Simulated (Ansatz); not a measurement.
HfH4, a sheet with vacuum:

```
CELL_PARAMETERS angstrom
6.58632 0.00000 0.00000
0.00000 6.58632 0.00000
0.00000 0.00000 28.05924
ATOMIC_POSITIONS crystal
Hf 0.50000 0.50000 0.28511
H 0.27242 0.50000 0.32287
H 0.72758 0.50000 0.32287
H 0.50000 0.72758 0.24735
H 0.50000 0.27242 0.24735
```

The cell was built by a generator and needn't be a form met in nature.

Base run:

- Program: Ansatz 0.2.0
- Functional: PBE
- Potentials or basis: all-electron LAPW, scalar-relativistic
- Cutoff: 336 eV (chosen from the basis error)
- Basis error allowed: 0.002 eV/atom
- k mesh: 4 × 4 × 1
- Occupations: fermi-dirac, width 0.05 eV
- Spin: no spin polarisation

Its results: band gap on the k mesh 3.89 eV, direct; largest force 0.004 eV/Å.

The run is repeated on the same cell with these changes: functional from PBE to PBEsol. What comes out?

Band gap on the k mesh 3.76 eV, direct; largest force 0.054 eV/Å.

Caveats: spin-orbit coupling is left out, which moves the levels of the heavy elements.

A k mesh can miss the band edges.
